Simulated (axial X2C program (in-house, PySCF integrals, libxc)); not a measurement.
**A two-component session on SbGe: EOM-EA-CCSD levels**

Wanted for SbGe: EOM-EA-CCSD levels, at the two-component level.

Program: an in-house X2C program for linear molecules on PySCF integrals. Level of theory: two-component X2C with atomic mean-field terms, Sb dyall-acv3z, Ge dyall-acv3z. These are calculated values, not measurements.

## Step 1: Set-up

Input file task.json:

```json
{"zs": [51, 32], "q": 0, "bas": ["dyall-acv3z", "dyall-acv3z"], "r0": 2.61, "eom": "ea", "thr": -1.0, "nmax": 92, "grid": [1, 0.96, 1.045, 0.92, 1.09, 1.15]}
```

Keys: zs atomic numbers; q charge; bas basis sets; r0 starting distance in Å; eom kind of EOM run; thr threshold in hartree for freezing inner shells (an s shell follows its p shell); nmax most natural virtual spinors; grid distances as factors.

On the command line:

```bash
python soeom.py task.json out
```

Nuclei are Gaussian, cores are contracted, and the Gaunt term is on.

## Step 2: EOM-EA-CCSD at 2.440 Å

Reference: the closed shell SbGe⁺; 8 electrons correlated, 92 virtual spinors; roots sought by Ω: 1/2: 5, 3/2: 4, 5/2: 2, 7/2: 1.

Output:

```text
two-component X2C + atomic mean field  HF
basis functions 264  fitting functions 1399  grid points 5804
iter        total energy     max residual
   1      -8571.463202385     3.55e-01
   2      -8571.500115390     7.21e-03
   3      -8571.501353196     4.84e-03
   4      -8571.501606380     1.23e-03
   5      -8571.501680830     5.24e-04
   6      -8571.501701643     3.20e-04
   7      -8571.501708770     1.71e-04
   8      -8571.501712130     4.39e-05
   9      -8571.501712361     1.21e-05
  10      -8571.501712368     8.44e-06
  11      -8571.501712370     6.32e-06
  12      -8571.501712372     3.68e-06
  13      -8571.501712373     3.93e-07
converged
one-electron -12501.15313205  Coulomb 3827.86757568  exact exchange -247.66100425  xc functional 0.00000000  nuclear repulsion 353.94147878  atomic mean-field constant -4.49663053
correlated 8  virtual 360  natural virtual 92  E(MP2) -0.152442068  MP2 remainder -0.016498908
iter   CCSD correlation   residual
   1     -0.157041722   1.57e-01
   2     -0.167302030   8.13e-02
   3     -0.169000785   4.22e-02
   4     -0.169784558   2.76e-02
   5     -0.170078298   1.50e-02
   6     -0.170089328   6.19e-03
   7     -0.170149364   3.09e-03
   8     -0.170147712   1.64e-03
   9     -0.170146249   8.64e-04
  10     -0.170149446   4.01e-04
  11     -0.170153623   2.02e-04
  12     -0.170155020   1.11e-04
  13     -0.170155391   6.99e-05
  14     -0.170154956   4.16e-05
  15     -0.170155021   2.37e-05
  16     -0.170155172   1.46e-05
  17     -0.170155373   8.78e-06
  18     -0.170155470   5.22e-06
  19     -0.170155511   3.29e-06
  20     -0.170155547   2.00e-06
  21     -0.170155556   1.05e-06
(T) -0.009119610  T1 0.0272  D1 0.0457  max T2 0.175
EOM-EA-CCSD roots
2*Omega      energy/Eh   energy/eV  one-particle weight
    1      -0.22560943     -6.1391      0.857
    1      -0.20328158     -5.5316      0.028
    1      -0.18395000     -5.0055      0.003
    1      -0.16462363     -4.4796      0.000
    1      -0.13776820     -3.7489      0.000
    3      -0.29589651     -8.0518      0.928
    3      -0.20619186     -5.6108      0.855
    3      -0.15139047     -4.1195      0.003
    3      -0.13999667     -3.8095      0.028
    5      -0.15069603     -4.1006      0.000
    5      -0.13551447     -3.6875      0.001
    7      -0.14025755     -3.8166      0.000
```

T1 in the output is the amplitude norm over the root of the electron number; divide by √2 for the Lee–Taylor value.

```
  Ω  binding energy (eV)  above lowest (cm⁻¹)                           spinor  weight
3/2                8.052                    0             52% Sb pπ, 37% Ge pπ    0.93
1/2                6.139                15430  53% Ge pπ, 17% Sb pπ, 14% Sb dπ    0.86
3/2                5.611                19690  41% Ge pπ, 27% Sb pπ, 14% Sb dπ    0.86
```

Run time: 11 s. Hardware: 1 thread of Arm Neoverse V1, shared host; peak memory 0.71 GiB.

## Step 3: EOM-EA-CCSD at 2.342 Å

```
  Ω  binding energy (eV)  above lowest (cm⁻¹)                           spinor  weight
3/2                8.245                    0             51% Sb pπ, 36% Ge pπ    0.93
1/2                6.044                17750  49% Ge pπ, 18% Sb pπ, 16% Sb dπ    0.76
3/2                5.502                22130  39% Ge pπ, 25% Sb pπ, 16% Sb dπ    0.86
```

Wall time 13 s (1 thread of Arm Neoverse V1, shared host); peak memory 0.71 GiB.

## Step 4: EOM-EA-CCSD at 2.550 Å

```
  Ω  binding energy (eV)  above lowest (cm⁻¹)                           spinor  weight
3/2                7.857                    0             51% Sb pπ, 38% Ge pπ    0.92
1/2                6.254                12930  57% Ge pπ, 16% Sb pπ, 13% Sb dπ    0.88
3/2                5.725                17200  42% Ge pπ, 29% Sb pπ, 12% Sb dπ    0.85
```

Wall time 13 s (1 thread of Arm Neoverse V1, shared host); peak memory 0.78 GiB.

## Step 5: EOM-EA-CCSD at 2.245 Å

```
  Ω  binding energy (eV)  above lowest (cm⁻¹)                           spinor  weight
3/2                8.459                    0   51% Sb pπ, 36% Ge pπ, 6% Ge dπ    0.93
3/2                5.386                24780  37% Ge pπ, 23% Sb pπ, 18% Sb dπ    0.86
```

Wall time 13 s (1 thread of Arm Neoverse V1, shared host); peak memory 0.78 GiB.

## Step 6: EOM-EA-CCSD at 2.660 Å

```
  Ω  binding energy (eV)  above lowest (cm⁻¹)                           spinor  weight
3/2                7.683                    0             50% Sb pπ, 40% Ge pπ    0.92
1/2                6.365                10630  61% Ge pπ, 15% Sb pπ, 11% Sb dπ    0.89
3/2                5.827                14970  42% Ge pπ, 32% Sb pπ, 10% Sb dπ    0.85
```

It took 13 s on 1 thread of Arm Neoverse V1, shared host; peak memory 0.78 GiB.

## Step 7: EOM-EA-CCSD at 2.806 Å

```
  Ω  binding energy (eV)  above lowest (cm⁻¹)                          spinor  weight
3/2                7.482                    0            48% Sb pπ, 44% Ge pπ    0.91
1/2                6.502                 7910  67% Ge pπ, 13% Sb pπ, 9% Sb dπ    0.90
3/2                5.940                12440  42% Ge pπ, 37% Sb pπ, 8% Sb dπ    0.84
```

It took 13 s on 1 thread of Arm Neoverse V1, shared host; peak memory 0.78 GiB.

## Step 8: Curves of the states

Energies in eV from the lowest point of the lowest state; states are followed by energy order within each Ω.

```
R (Å)  (1)Ω=3/2  (2)Ω=3/2
2.245    0.4293    3.5016
2.342    0.1146    2.8581
2.440    0.0000    2.4410
2.550    0.0382    2.1702
2.660    0.1949    2.0514
2.806    0.5129    2.0553
```

Constants where the minimum is well bracketed (masses 120.904 and 73.921 u):

```
   state  Te (cm⁻¹)  Re (Å)  ωe (cm⁻¹)
(1)Ω=3/2          0   2.466      282.2
```

## Step 9: What came out

| quantity | value |
| --- | --- |
| lowest root at 2.440 Å | Ω = 3/2, 8.052 eV |
| next root led by one particle | Ω = 1/2, about 15430 cm⁻¹ higher |
| T1 of the reference | 0.019 |
| lowest state, Re and ωe | 2.466 Å, 282.2 cm⁻¹ |

**Reading.** The added electron is bound by 8.05 eV in a spinor of 52% Sb pπ, 37% Ge pπ. Errors of 0.1 to 0.3 eV are usual at this size, and roots led by higher excitations are left out, so the list is incomplete, and low states of that kind can be missing. T1 or the largest double amplitude of the reference is raised, which lowers the reliability.
